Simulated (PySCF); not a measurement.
# C₅H₈O₂: runs on many settings

Which settings matter for C₅H₈O₂ (`C=COCC(C)=O`), and how do bad ones show?

Programs: PySCF 2.14.0, with density-fitted response routines of our own. Each step states its level of theory. These are calculated values for one molecule, in the gas phase or a continuum, unless marked as measured. Atoms count from 0, in the outputs and in this text.

1 further run of the same task is left out (set aside as unsound or not needed).

## (1) Starting geometry

15 atoms, charge 0, multiplicity 1; geometry from: GFN2-xTB.

Bonds of the start (Å): C0–C1 1.32, C1–O2 1.36, O2–C3 1.41, C3–C4 1.52, C4–C5 1.50, C4–O6 1.20, C0–H7 1.07, C0–H8 1.07, C1–H9 1.08, C3–H10 1.10, C3–H11 1.10, C5–H12 1.09, C5–H13 1.09, C5–H14 1.09.

## (2) Shielding tensors: PBE0/pcSseg-1

The job: settings as JSON, then the geometry in Å.

```
{"job": {"kind": "nmr", "xc": "PBE0", "basis": "pcSseg-1"}, "charge": 0, "multiplicity": 1}
C      2.661785     0.019452     0.537548
C      1.664304    -0.849125     0.554108
O      0.343646    -0.630160     0.335742
C     -0.055360     0.688188     0.047637
C     -1.556778     0.770630    -0.200252
C     -2.291120    -0.532194    -0.125028
O     -2.078644     1.828945    -0.438433
H      2.535681     1.067969     0.338155
H      3.663188    -0.314643     0.731293
H      1.821136    -1.899500     0.759128
H      0.194391     1.365109     0.877715
H      0.457230     1.065491    -0.849376
H     -1.854633    -1.233405    -0.832608
H     -3.345624    -0.383544    -0.338844
H     -2.163616    -0.955224     0.869062
```

Method: GIAO PBE0/pcSseg-1 NMR shielding, non-relativistic, gas phase.

The run is started by

```
$ OMP_NUM_THREADS=1 python probes_run.py task.json out
```

This one command runs all jobs of the session in turn.

The log of the run:

```text
coarse grid: 12568 points
cycle   1  E = -345.1010136539  dE =  1.033e+00  |g| = 8.890e-01  |ddm| = 3.370e+00
cycle   2  E = -344.7131562697  dE =  3.879e-01  |g| = 1.679e+00  |ddm| = 2.349e+00
cycle   3  E = -345.2466058483  dE = -5.334e-01  |g| = 2.245e-01  |ddm| = 1.823e+00
cycle   4  E = -345.2562646299  dE = -9.659e-03  |g| = 7.847e-02  |ddm| = 2.219e-01
cycle   5  E = -345.2572143517  dE = -9.497e-04  |g| = 2.735e-02  |ddm| = 6.431e-02
cycle   6  E = -345.2573521587  dE = -1.378e-04  |g| = 7.114e-03  |ddm| = 2.052e-02
cycle   7  E = -345.2573618758  dE = -9.717e-06  |g| = 2.801e-03  |ddm| = 7.155e-03
final grid: 121432 points
cycle   8  E = -345.3216774566  dE = -2.206e-05  |g| = 1.702e-02  |ddm| = 3.908e-02
cycle   9  E = -345.3215500758  dE =  1.274e-04  |g| = 3.115e-02  |ddm| = 3.170e-02
cycle  10  E = -345.3217315248  dE = -1.814e-04  |g| = 2.385e-03  |ddm| = 2.211e-02
cycle  11  E = -345.3217325771  dE = -1.052e-06  |g| = 5.432e-04  |ddm| = 1.911e-03
cycle  12  E = -345.3217326243  dE = -4.717e-08  |g| = 2.273e-04  |ddm| = 5.987e-04
cycle  13  E = -345.3217326353  dE = -1.106e-08  |g| = 4.692e-05  |ddm| = 2.341e-04
cycle  14  E = -345.3217326358  dE = -4.534e-10  |g| = 1.698e-05  |ddm| = 4.486e-05
converged SCF energy = -345.3217326358

GIAO shielding tensors (ppm)
atom      isotropic    diamagn.    paramagn.     s11        s22        s33       span
  0 C       97.289     258.256    -160.967      4.473    112.687    174.707    170.233
  1 C       28.386     248.311    -219.925    -80.066     60.514    104.710    184.776
  2 O      207.890     400.992    -193.102     94.410    255.998    273.263    178.853
  3 C      112.373     253.169    -140.796     97.834    101.116    138.170     40.336
  4 C      -24.968     249.119    -274.087   -111.673    -55.182     91.950    203.623
  5 C      155.726     251.955     -96.230    133.401    147.566    186.210     52.809
  6 O     -319.540     396.175    -715.715   -906.069   -406.155    353.603   1259.672
  7 H       27.582      32.978      -5.396     25.191     25.215     32.340      7.149
  8 H       27.389      28.545      -1.156     26.046     26.076     30.044      3.998
  9 H       24.904      29.856      -4.952     21.437     25.637     27.638      6.200
 10 H       27.650      32.812      -5.162     24.573     26.911     31.467      6.894
 11 H       27.658      33.322      -5.664     24.627     26.978     31.369      6.742
 12 H       29.053      30.687      -1.634     25.223     29.917     32.018      6.796
 13 H       29.723      27.941       1.782     26.404     27.904     34.861      8.457
 14 H       29.094      30.209      -1.114     25.319     29.740     32.224      6.905
```

It took 48 s on 1 thread, shared host.

Shifts follow as δ = σ(reference) − σ, with reference shieldings (ppm) from runs at the same level and on the same kind of geometry: ¹H TMS 31.72, ¹³C TMS 186.9, ¹⁷O H2O 336.1. The references are single molecules in the gas phase, so shifts against H2O, NH3, PH3, H3PO4 or CFCl3 are not on the usual liquid scales and can be off by tens of ppm. Atoms listed in one row are averaged.

```
        atoms                                                  environment  σ (ppm)  δ (ppm)  δ scaled to CDCl3
           C4                                       ketone carbonyl carbon    -25.0    211.9              204.9
           C1                                 alkene carbon bearing oxygen     28.4    158.5              152.8
           C0                β carbon of an enol-ether or enamine type C=C     97.3     89.6               85.6
           C3                         sp3 CH2 bonded to O, α to a carbonyl    112.4     74.6               70.8
           C5                                methyl carbon α to a carbonyl    155.7     31.2               28.5
           H9                  hydrogen on an alkene carbon bearing oxygen    24.90     6.81               6.53
           H8  hydrogen on a β carbon of an enol-ether or enamine type C=C    27.39     4.33               4.19
           H7  hydrogen on a β carbon of an enol-ether or enamine type C=C    27.58     4.14               4.00
     H10, H11          hydrogen on an sp3 CH2 bonded to O, α to a carbonyl    27.65     4.06               3.94
H12, H13, H14                  hydrogen on a methyl carbon α to a carbonyl    29.29     2.43               2.39
           O6                                                ketone oxygen   -319.5    655.6                  –
           O2                                                 ether oxygen    207.9    128.2                  –
```

The scaled column applies a straight-line fit of computed shieldings to shifts measured in CDCl3 (root-mean-square error 0.16 ppm for H, 1.9 ppm for C).

Charges from the same density, by scheme (e):

```
atoms  Mulliken    IAO  Hirshfeld  ESP fit
   C0     -0.29  -0.42      -0.15    -0.57
   C1      0.12   0.06       0.03     0.09
   O2     -0.49  -0.33      -0.09    -0.26
   C3      0.04  -0.12       0.00    -0.04
   C4      0.12   0.40       0.17     0.68
   C5     -0.24  -0.48      -0.13    -0.48
   O6     -0.35  -0.41      -0.24    -0.54
```

Mayer bond orders: C0–C1 1.89, C1–O2 1.04, O2–C3 0.88, C3–C4 0.96, C4–C5 1.02, C4–O6 2.04.

## (3) TDDFT and polarisability: PBE0/def2-SVPD

The job, as its differences from that of step 2:

```diff
@@ -1,2 +1,2 @@
-{"job": {"kind": "nmr", "xc": "PBE0", "basis": "pcSseg-1"}, "charge": 0, "multiplicity": 1}
+{"job": {"kind": "uv", "xc": "PBE0", "basis": "def2-SVPD", "nstates": 6, "ntriplets": 2}, "charge": 0, "multiplicity": 1}
 C      2.661785     0.019452     0.537548
```

Method: TDDFT PBE0/def2-SVPD, vertical, gas phase, core orbitals frozen in the response.

The log of the run:

```text
coarse grid: 12568 points
cycle   1  E = -344.9132815559  dE =  9.716e-01  |g| = 8.501e-01  |ddm| = 5.565e+00
cycle   2  E = -344.5182282037  dE =  3.951e-01  |g| = 1.653e+00  |ddm| = 3.544e+00
cycle   3  E = -345.0537441753  dE = -5.355e-01  |g| = 2.112e-01  |ddm| = 2.656e+00
cycle   4  E = -345.0624587077  dE = -8.715e-03  |g| = 7.589e-02  |ddm| = 3.195e-01
cycle   5  E = -345.0634110899  dE = -9.524e-04  |g| = 2.608e-02  |ddm| = 9.165e-02
cycle   6  E = -345.0635429377  dE = -1.318e-04  |g| = 6.791e-03  |ddm| = 3.349e-02
cycle   7  E = -345.0635522509  dE = -9.313e-06  |g| = 2.622e-03  |ddm| = 1.113e-02
final grid: 121432 points
cycle   8  E = -345.1265503878  dE = -3.527e-05  |g| = 1.561e-02  |ddm| = 1.756e-01
cycle   9  E = -345.1264371540  dE =  1.132e-04  |g| = 2.868e-02  |ddm| = 4.683e-02
cycle  10  E = -345.1265984335  dE = -1.613e-04  |g| = 2.192e-03  |ddm| = 3.097e-02
cycle  11  E = -345.1265993719  dE = -9.383e-07  |g| = 5.323e-04  |ddm| = 2.971e-03
cycle  12  E = -345.1265994176  dE = -4.573e-08  |g| = 2.334e-04  |ddm| = 9.428e-04
cycle  13  E = -345.1265994299  dE = -1.228e-08  |g| = 4.738e-05  |ddm| = 3.800e-04
cycle  14  E = -345.1265994304  dE = -4.798e-10  |g| = 1.743e-05  |ddm| = 8.717e-05
converged SCF energy = -345.1265994304

Static polarisability (au): isotropic 68.661, principal 50.148 69.765 86.070

Singlet excitations
state   eV       nm        f      main configurations
  1   4.5362    273.3   0.00001   H-1->L 0.99
  2   5.5199    224.6   0.00152   H->L 1.00
  3   6.6515    186.4   0.03980   H->L+2 0.91
  4   7.0553    175.7   0.01297   H-1->L+2 0.92
  5   7.1668    173.0   0.00780   H->L+3 0.81, H->L+4 0.15
  6   7.2141    171.9   0.00220   H-1->L+1 0.97

Triplet excitations (Tamm-Dancoff, eV): 3.9414 4.5201
```

Run time: 70 s. Hardware: 1 thread, shared host.

Frontier orbitals and where they lie:

```
orbital      eV                      atoms
 HOMO−3  -10.27  O2 43 %, C1 14 %, C3 11 %
 HOMO−2   -9.86  O6 29 %, O2 14 %, C3 13 %
 HOMO−1   -7.58  O6 60 %, C4 12 %, C5 11 %
   HOMO   -7.20  C0 36 %, O2 26 %, C1 24 %
   LUMO   -0.70   C4 40 %, O6 32 %, C3 8 %
 LUMO+1    0.50  C1 35 %, C0 34 %, O2 12 %
 LUMO+2    0.59  C5 14 %, C3 13 %, C4 11 %
```

With each of the 6 states as a Gaussian band of 0.4 eV half-width at 1/e, the curve within the window shown has maxima at 224 nm (ε 62), 184 nm (ε 1,900) L/(mol cm). Beyond the last state computed it falls off for lack of states. The curve at chosen wavelengths:

nm, ε (L/mol/cm) and a bar:
```
      165        356 ######
      171        976 ###############
      177       1592 #########################
      183       1934 ##############################
      189       1680 ##########################
      195        973 ###############
      201        384 ######
      207        120 ##
      213         57 #
      219         58 #
      225         62 #
      231         53 #
      237         37 #
      242         23 
      248         11 
      254          5 
      260          2 
      266          1 
      272          1 
      278          0 
      284          0 
      290          0 
      296          0 
      302          0 
      308          0 
      314          0
```

Further results of this job:

```
           property  computed
  dipole moment (D)      2.47
polarisability (Å³)     10.17
 HOMO–LUMO gap (eV)      6.50
      −ε(HOMO) (eV)      7.20
```

## (4) NMR shieldings: B97-D/pcSseg-1

The job, as its differences from that of step 3:

```diff
@@ -1,2 +1,2 @@
-{"job": {"kind": "uv", "xc": "PBE0", "basis": "def2-SVPD", "nstates": 6, "ntriplets": 2}, "charge": 0, "multiplicity": 1}
+{"job": {"kind": "nmr", "xc": "B97-D", "basis": "pcSseg-1", "pop": true, "scf": {"diis": false, "guess": "1e", "max_cycle": 73}}, "charge": 0, "multiplicity": 1}
 C      2.661785     0.019452     0.537548
```

Method: GIAO B97-D/pcSseg-1 NMR shielding, non-relativistic, gas phase.

The log of the run:

```text
final grid: 121432 points
cycle   1  E = -208.9631913709  dE =  4.673e+01  |g| = 1.508e+01  |ddm| = 1.247e+02
cycle   2  E = -187.6849125822  dE =  2.128e+01  |g| = 1.886e+01  |ddm| = 1.247e+02
cycle   3  E = -19.8360928747  dE =  1.678e+02  |g| = 2.209e+01  |ddm| = 3.690e+01
cycle   4  E = -49.7029636658  dE = -2.987e+01  |g| = 2.292e+01  |ddm| = 3.928e+01
cycle   5  E = 5.9740318630  dE =  5.568e+01  |g| = 2.354e+01  |ddm| = 2.230e+01
cycle   6  E = -22.2342466059  dE = -2.821e+01  |g| = 2.245e+01  |ddm| = 2.153e+01
cycle   7  E = -3.3521078728  dE =  1.888e+01  |g| = 2.201e+01  |ddm| = 2.182e+01
cycle   8  E = -20.6574140266  dE = -1.731e+01  |g| = 2.234e+01  |ddm| = 2.173e+01
cycle   9  E = -3.2684761520  dE =  1.739e+01  |g| = 2.203e+01  |ddm| = 2.172e+01
cycle  10  E = -20.6174666221  dE = -1.735e+01  |g| = 2.233e+01  |ddm| = 2.172e+01
[... 53 cycles left out ...]
cycle  64  E = -20.6164235500  dE = -1.735e+01  |g| = 2.233e+01  |ddm| = 2.172e+01
cycle  65  E = -3.2660998832  dE =  1.735e+01  |g| = 2.203e+01  |ddm| = 2.172e+01
cycle  66  E = -20.6164235500  dE = -1.735e+01  |g| = 2.233e+01  |ddm| = 2.172e+01
cycle  67  E = -3.2660998832  dE =  1.735e+01  |g| = 2.203e+01  |ddm| = 2.172e+01
cycle  68  E = -20.6164235500  dE = -1.735e+01  |g| = 2.233e+01  |ddm| = 2.172e+01
cycle  69  E = -3.2660998832  dE =  1.735e+01  |g| = 2.203e+01  |ddm| = 2.172e+01
cycle  70  E = -20.6164235500  dE = -1.735e+01  |g| = 2.233e+01  |ddm| = 2.172e+01
cycle  71  E = -3.2660998832  dE =  1.735e+01  |g| = 2.203e+01  |ddm| = 2.172e+01
cycle  72  E = -20.6164235500  dE = -1.735e+01  |g| = 2.233e+01  |ddm| = 2.172e+01
cycle  73  E = -3.2660998832  dE =  1.735e+01  |g| = 2.203e+01  |ddm| = 2.172e+01
SCF not converged, last energy = -3.2660998832
```

Wall time 4.4 min (1 thread, shared host).

**What went wrong.** The SCF swings between two densities 17.35 Eh apart: plain iteration without DIIS overshoots. The remedy is to turn DIIS on. Numbers printed on the way are no properties of the molecule.

## (5) NMR shieldings: KT3/cc-pVDZ in dichloromethane

The job, as its differences from that of step 4:

```diff
@@ -1,2 +1,2 @@
-{"job": {"kind": "nmr", "xc": "B97-D", "basis": "pcSseg-1", "pop": true, "scf": {"diis": false, "guess": "1e", "max_cycle": 73}}, "charge": 0, "multiplicity": 1}
+{"job": {"kind": "nmr", "xc": "KT3", "basis": "cc-pVDZ", "solvent": "dichloromethane", "pop": true}, "charge": 0, "multiplicity": 1}
 C      2.661785     0.019452     0.537548
```

With the program's defaults for keys left out, this is: GIAO KT3/cc-pVDZ NMR shielding, non-relativistic, IEF-PCM dichloromethane.

The log of the run:

```text
coarse grid: 12568 points
cycle   1  E = -350.6905686994  dE =  9.350e-01  |g| = 1.018e+00  |ddm| = 7.555e+00
cycle   2  E = -349.8883412267  dE =  8.022e-01  |g| = 2.149e+00  |ddm| = 4.484e+00
cycle   3  E = -350.8711133656  dE = -9.828e-01  |g| = 3.741e-01  |ddm| = 3.267e+00
cycle   4  E = -350.9024770741  dE = -3.136e-02  |g| = 1.123e-01  |ddm| = 6.778e-01
cycle   5  E = -350.9043615373  dE = -1.884e-03  |g| = 5.761e-02  |ddm| = 1.872e-01
cycle   6  E = -350.9050327488  dE = -6.712e-04  |g| = 1.191e-02  |ddm| = 8.771e-02
cycle   7  E = -350.9050563285  dE = -2.358e-05  |g| = 6.522e-03  |ddm| = 2.437e-02
cycle   8  E = -350.9050676591  dE = -1.133e-05  |g| = 1.133e-03  |ddm| = 1.011e-02
cycle   9  E = -350.9050679476  dE = -2.885e-07  |g| = 3.586e-04  |ddm| = 2.122e-03
final grid: 121432 points
cycle  10  E = -350.9390836315  dE = -1.080e-04  |g| = 1.735e-02  |ddm| = 1.254e-01
cycle  11  E = -350.9388279892  dE =  2.556e-04  |g| = 3.973e-02  |ddm| = 6.619e-02
cycle  12  E = -350.9391378035  dE = -3.098e-04  |g| = 3.604e-03  |ddm| = 4.827e-02
cycle  13  E = -350.9391404453  dE = -2.642e-06  |g| = 6.219e-04  |ddm| = 4.686e-03
cycle  14  E = -350.9391405038  dE = -5.856e-08  |g| = 3.202e-04  |ddm| = 1.147e-03
cycle  15  E = -350.9391405284  dE = -2.455e-08  |g| = 7.883e-05  |ddm| = 5.349e-04
cycle  16  E = -350.9391405299  dE = -1.547e-09  |g| = 2.355e-05  |ddm| = 1.450e-04
cycle  17  E = -350.9391405301  dE = -1.405e-10  |g| = 3.524e-06  |ddm| = 3.821e-05
converged SCF energy = -350.9391405301

GIAO shielding tensors (ppm)
atom      isotropic    diamagn.    paramagn.     s11        s22        s33       span
  0 C      119.462     256.072    -136.611     43.707    129.761    184.917    141.211
  1 C       56.819     251.319    -194.500    -31.951     83.385    119.024    150.975
  2 O      207.571     395.963    -188.393    106.297    247.123    269.291    162.994
  3 C      125.629     253.510    -127.881    111.527    112.969    152.391     40.864
  4 C        2.251     251.539    -249.288    -64.584    -34.191    105.528    170.112
  5 C      168.854     249.663     -80.810    150.667    160.248    195.646     44.979
  6 O     -191.435     398.751    -590.186   -655.132   -269.966    350.792   1005.924
  7 H       27.909      34.810      -6.902     25.650     25.746     32.330      6.679
  8 H       27.817      28.594      -0.777     26.594     26.642     30.215      3.621
  9 H       25.075      30.962      -5.887     21.717     25.877     27.631      5.915
 10 H       27.597      33.977      -6.380     24.804     26.881     31.106      6.303
 11 H       27.585      34.758      -7.173     24.836     26.919     30.999      6.164
 12 H       29.137      31.826      -2.688     25.328     30.163     31.921      6.593
 13 H       30.172      27.462       2.710     27.413     28.245     34.857      7.444
 14 H       29.188      31.036      -1.848     25.450     30.003     32.110      6.660
```

It took 43 s on 1 thread, shared host.

In short: σ C4 2.3, C1 56.8, C0 119.5, C3 125.6, H9 25.07, H10 27.59 ppm (means over like atoms).

## (6) Run by run: NMR shifts

Isotropic shieldings (ppm) of some atoms, chosen among heavy atoms and hydrogens apart, with basis size and wall time:

```
                           run     C4    C1     C0     C3     H8     H7      O6  functions  time
                 PBE0/pcSseg-1  -25.0  28.4   97.3  112.4  27.39  27.58  -319.5        159  48 s
KT3/cc-pVDZ in dichloromethane    2.3  56.8  119.5  125.6  27.82  27.91  -191.4        138  43 s
```

## (7) What came out

| quantity | value |
| --- | --- |
| ¹³C shifts against TMS (PBE0/pcSseg-1) | 211.9, 158.5, 89.6, 74.6, 31.2 ppm |
| ¹H shifts against TMS (PBE0/pcSseg-1, means over atoms taken as alike) | 6.81, 4.33, 4.14, 4.06, 2.43 ppm |
| ¹⁷O shifts against H2O (PBE0/pcSseg-1) | 655.6, 128.2 ppm |
| lowest singlet (PBE0/def2-SVPD) | 4.54 eV (273 nm), f = 0.000 |
| brightest single state of those computed | state 3, 6.65 eV, f = 0.040 |
| lowest triplet | 3.94 eV |
| range of the shielding of O6 | -319.5 to -191.4 ppm |
| property runs in this session | 4, of which 1 failed and 0 gave unsound results |

**Reading.** Single values in the summary come from the first run of each kind that ended normally (PBE0/pcSseg-1; PBE0/def2-SVPD), which need not be the best level. The most deshielded carbon is C4 (ketone carbonyl carbon), at 211.9 ppm: the double bond to the heteroatom, with no lone-pair donor beside it, deshields it most. The most deshielded hydrogen is H9 (hydrogen on an alkene carbon bearing oxygen), at 6.81 ppm: olefinic region. At PBE0/pcSseg-1: Shielding is most anisotropic at O6 (span 1260 ppm, paramagnetic term -716 ppm). The lowest singlet, at 4.54 eV, is HOMO−1→LUMO 0.99 and is dark; of the 6 states computed, the strongest absorption comes from state 3 at 6.65 eV. The lowest triplet lies 0.59 eV below the lowest singlet (triplets in Tamm-Dancoff, singlets in full TDDFT). Across the 2 runs the shielding of O6 moves most, between -319.5 (PBE0/pcSseg-1) and -191.4 ppm (KT3/cc-pVDZ in dichloromethane).
